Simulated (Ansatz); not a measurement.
Working through a ranking of polymorphs by energy of 2 structures of N

With the Ansatz DFT code, driven from Python.

At the Python prompt:
```pycon
>>> import warnings
>>> import ansatz as az
>>> import numpy as np
>>> import pandas as pd
>>> params = {
...     'functional': 'lda',
...     'cutoff_ev': 450,
...     'kspacing': 0.3,
...     'filling': 'fermi_dirac',
...     'width_ev': 0.02,
... }
>>> PHASES = {
...     'Pa-3': (
...         [[5.56052, 0.0, 0.0], [0.0, 5.56052, 0.0], [0.0, 0.0, 5.56052]],
...         [
...             ('N', [0.0574, 0.0574, 0.0574]),
...             ('N', [0.4426, 0.9426, 0.5574]),
...             ('N', [0.5574, 0.4426, 0.9426]),
...             ('N', [0.9426, 0.5574, 0.4426]),
...             ('N', [0.9426, 0.9426, 0.9426]),
...             ('N', [0.5574, 0.0574, 0.4426]),
...             ('N', [0.4426, 0.5574, 0.0574]),
...             ('N', [0.0574, 0.4426, 0.5574]),
...         ],
...     ),
...     'Fm-3m': (
...         [[0.0, 1.55381, 1.55381], [1.55381, 0.0, 1.55381], [1.55381, 1.55381, 0.0]],
...         [
...             ('N', [0.0, 0.0, 0.0]),
...         ],
...     ),
... }
>>> def build(vectors, sites):
...     crystal = az.Crystal(lattice=az.Lattice.of(vectors))
...     for symbol, position in sites:
...         crystal = crystal.atom(symbol, position)
...     return crystal
...
>>> def run_phase(name, crystal):
...     calc = (
...         crystal.calculation()
...         .functional(params['functional'])
...         .basis(params['cutoff_ev'])
...         .kpoints(spacing=params['kspacing'])
...         .occupations(params['filling'], width=params['width_ev'])
...         .stress()
...         .band_table()  # levels at the mesh points
...     )
...     calc = calc.relax(force_tolerance=0.03, max_steps=60, fix_cell=['shape'])
...     return calc.run(threads=1)
...
>>> def gap_ev(outcome):
...     # nan where the run reports no band edges: a metal, overlapping bands, or a gap that is small against the smearing
...     edges = outcome.report.get('band_edges_ev')
...     return edges[1] - edges[0] if edges else float('nan')
...
>>> def volume_per_atom(outcome):
...     return abs(np.linalg.det(outcome.lattice.cell_ang)) / len(outcome.lattice.sites)
...
>>> def pressure_gpa(outcome):
...     return float(np.trace(outcome.report['stress_gpa']) / 3)
...
>>> warnings.simplefilter('ignore')
>>> phases = {name: build(*cell) for name, cell in PHASES.items()}
>>> done = {}
>>> for name, crystal in phases.items():
...     try:
...         done[name] = run_phase(name, crystal)
...     except az.NonConvergedError as error:
...         print(name, 'did not converge:', str(error)[:120])
...
>>> energy = {name: o.report['energy_sigma0_ev'] / len(o.lattice.sites) for name, o in done.items()}
>>> lowest = min(energy.values())
>>> rows = [(name, len(o.lattice.sites), 1000 * (energy[name] - lowest), gap_ev(o), volume_per_atom(o), pressure_gpa(o)) for name, o in done.items()]
>>> rows.sort(key=lambda row: row[2])
>>> print(pd.DataFrame(rows, columns=['phase', 'atoms', 'dE (meV/atom)', 'gap (eV)', 'V (A^3/atom)', 'P (GPa)']).round(4).to_string(index=False))
phase  atoms  dE (meV/atom)  gap (eV)  V (A^3/atom)  P (GPa)
 Pa-3      8         0.0000    6.8796       17.9105  -0.0354
Fm-3m      1      4176.8947       NaN        7.0670  -0.0047
>>> print('order:', ' < '.join(row[0] for row in rows))
order: Pa-3 < Fm-3m
```

By space group at the end of each run: Pa-3 (+0 meV an atom, 17.9 Å³) and Fm-3m (+4177 meV an atom, 7.1 Å³).

Notes:
- For the metals among these phases the mesh is modest: differences between phases can be off by up to 40 meV an atom.
- Atoms and volume are relaxed with the cell's shape held, which in cells of lower than cubic symmetry can hide stresses and shift volumes.
- No spin polarisation was allowed.
- Pressure is positive in compression.
- The cells come from databases of deposited and of computed structures, and not all need be stable phases.
- Levels are Kohn-Sham eigenvalues on this mesh.
- The ranking holds among these structures alone, at zero temperature; the ground state may be another structure. Differences under about 40 meV an atom lie within the error of mesh and functional.
- Run time: 29 s on 1 thread of Arm Neoverse V1 (shared host), peak memory 0.47 GiB.
